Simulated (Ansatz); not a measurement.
# AlGaH (quartet): the correlation ladder at a displaced geometry (v1), cc-pVTZ

One table from this session's results is given with a row withheld; the runs are named, their logs left out.

The runs use Ansatz 0.2.0, Gaussian basis; cc-pVTZ, core rule «outside noble gas», up to 19 orbitals frozen.

Plan: UHF; CCSD(T) on ROHF; CCSD(T) on UHF; BCCD(T) on ROHF; CCSDT(Q) on ROHF; CCSDT(Q) on UHF; CASSCF and MRCISD+Q, 7 electrons in 9 orbitals; CASSCF and NEVPT2, 7 electrons in 9 orbitals.

23 further runs of the same task are left out: 2 for a known fault of the program, 7 that didn't finish, 14 set aside as unsound or not needed.

## The system

The geometry is a PBE0/def2-TZVP stationary point (not a proven minimum) with its atoms shifted at random (size 0.040 Å). No spin-orbit coupling is included. The filled d shell of Ga may be among the frozen orbitals whatever the setting's name suggests; the logs give the count.

3 atoms, charge 0, spin multiplicity 4.

Atoms are counted from 1 here; the program's logs count them from 0.

Bond lengths: Al1–Ga2 2.320 Å, Ga2–H3 1.603 Å. Angles: Al1–Ga2–H3 176.9°.

The first run:

in.yaml reads:

```yaml
crystal:
  periodic: [false, false, false]
  atoms:
    - {symbol: Al, position_ang: [-0.015433, -0.009008, 2.080140]}
    - {symbol: Ga, position_ang: [-0.016266, -0.025151, -0.239413]}
    - {symbol: H, position_ang: [0.031698, 0.034159, -1.840727]}
basis:
  gaussian: {orbitals: cc-pVTZ}
magnetization: {spin_polarized: true, initial_magnetization: 3}
hamiltonian: {xc: hf}
output: {orbitals: {seedname: orbitals}}
```

Started as:

```sh
> ansatz run in.yaml --threads 1 --pin off --events-out ev --progress --plain --max-ram 2393MiB
```

Steps of the session up to this table: UHF; CCSD(T) on ROHF; CCSD(T) on UHF; BCCD(T) on ROHF; CCSDT(Q) on ROHF; CCSDT(Q) on UHF; CASSCF and MRCISD+Q, 7 electrons in 9 orbitals; CASSCF and NEVPT2, 7 electrons in 9 orbitals.

One of the session's tables, all rows but one given; the rest of the session is left out.

| method | from UCCSDT(Q) (meV) |
| --- | --- |
| ROHF | ? |
| UHF | +3609.8 |
| RMP2 | +871.2 |
| UMP2 | +879.6 |
| RCCSD | +242.6 |
| UCCSD | +233.2 |
| RCCSD(T) | +61.0 |
| UCCSD(T) | +54.4 |
| BCCD(T) | +60.1 |
| RCCSDT | +19.7 |
| UCCSDT | +12.2 |
| RCCSDT(Q) | +7.4 |
| UCCSDT(Q) | 0 |
| CASSCF valence | +2215.2 |
| NEVPT2 valence | +606.4 |
| MRCISD valence | +141.1 |
| MRCISD+Q valence | +13.6 |

**Question.** Estimate the row for ROHF.

**Answer.** from UCCSDT(Q) (meV): +3669.7. In the column «from UCCSDT(Q) (meV)» it is the highest.

Caveats from the session: Restricted and unrestricted rows rest on different reference determinants; where their highest levels disagree by more than a few hundredths of an eV, they describe different states and don't form one ladder.
